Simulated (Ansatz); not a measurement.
# C₂H₅BS: small, medium and large basis sets

An exercise on one series of results from a longer session: the logs are not shown, and one member is left open.

Method: one geometry, several basis sets; program: Ansatz 0.2.0, Gaussian basis.

Plan: PBE0-D4/def2-SVP; ωB97M-V/def2-SVP; PBE0-D4/def2-QZVPP; ωB97M-V/def2-QZVPP; the functionals' def2-TZVPP values are taken from earlier runs.

**The geometry**

An earlier PBE0-D4 in a triple-zeta def2 set relaxation fixed the geometry.

9 atoms, charge 0, spin multiplicity 1.

Atoms are counted from 1 here; the program's logs count them from 0.

Bond lengths: C1–B2 1.543 Å, C1–H5 1.090 Å, C1–H6 1.095 Å, C1–H7 1.095 Å, B2–C3 1.535 Å, B2–S4 1.751 Å, C3–S4 1.863 Å, C3–H8 1.087 Å, C3–H9 1.087 Å. Angles: B2–C1–H5 113.9°, B2–C1–H6 109.7°, B2–C1–H7 109.7°, H5–C1–H6 108.7°, H5–C1–H7 108.7°, H6–C1–H7 105.7°, C1–B2–C3 146.9°, C1–B2–S4 144.4°, C3–B2–S4 68.7°, B2–C3–S4 61.1°, B2–C3–H8 121.4°, B2–C3–H9 121.4°, S4–C3–H8 114.0°, S4–C3–H9 114.0°, H8–C3–H9 113.3°, B2–S4–C3 50.1°.

Coordinates:

```xyz
9

C    -0.36611    1.11564   -0.79360
B    -0.06737   -0.26389   -0.17053
C     0.49655   -1.03828    1.02838
S    -0.17528   -1.99291   -0.42345
H    -0.82644    1.06438   -1.78035
H    -1.02252    1.68683   -0.12817
H     0.56017    1.69580   -0.86700
H    -0.07796   -1.16168    1.94271
H     1.56745   -1.15208    1.17501
```

Set-up of the first run:

File in.yaml:

```yaml
crystal:
  periodic: [false, false, false]
  atoms:
    - {symbol: C, position_ang: [-0.366106, 1.115642, -0.793602]}
    - {symbol: B, position_ang: [-0.067366, -0.263892, -0.170528]}
    - {symbol: C, position_ang: [0.496552, -1.038283, 1.028381]}
    - {symbol: S, position_ang: [-0.175281, -1.992909, -0.423454]}
    - {symbol: H, position_ang: [-0.826441, 1.064380, -1.780352]}
    - {symbol: H, position_ang: [-1.022519, 1.686826, -0.128166]}
    - {symbol: H, position_ang: [0.560167, 1.695798, -0.866996]}
    - {symbol: H, position_ang: [-0.077958, -1.161677, 1.942707]}
    - {symbol: H, position_ang: [1.567452, -1.152084, 1.175009]}
basis:
  gaussian: {orbitals: def2-SVP}
hamiltonian: {xc: pbe0, dispersion: d4}
output: {orbitals: {seedname: orbitals}}
```

Run with:

```
$ ansatz run in.yaml --threads 2 --pin off --events-out ev --progress --plain --max-ram 4352MiB
```

Steps of the session up to this table: PBE0-D4 in def2-SVP; ωB97M-V in def2-SVP; PBE0-D4 in def2-QZVPP; ωB97M-V in def2-QZVPP.

One of the session's tables, all rows but one given; the rest of the session is left out.

It belongs to the step «Functionals by basis». 

```
functional       basis  HOMO (eV)
   PBE0-D4    def2-SVP      -7.27
   PBE0-D4  def2-TZVPP      -7.33
   PBE0-D4  def2-QZVPP      -7.35
   ωB97M-V    def2-SVP      -9.40
   ωB97M-V  def2-TZVPP      -9.49
   ωB97M-V  def2-QZVPP          ?
```

Estimate the missing values for ωB97M-V, def2-QZVPP.

The run gave: HOMO (eV): -9.51. In the column «HOMO (eV)» it is the lowest.
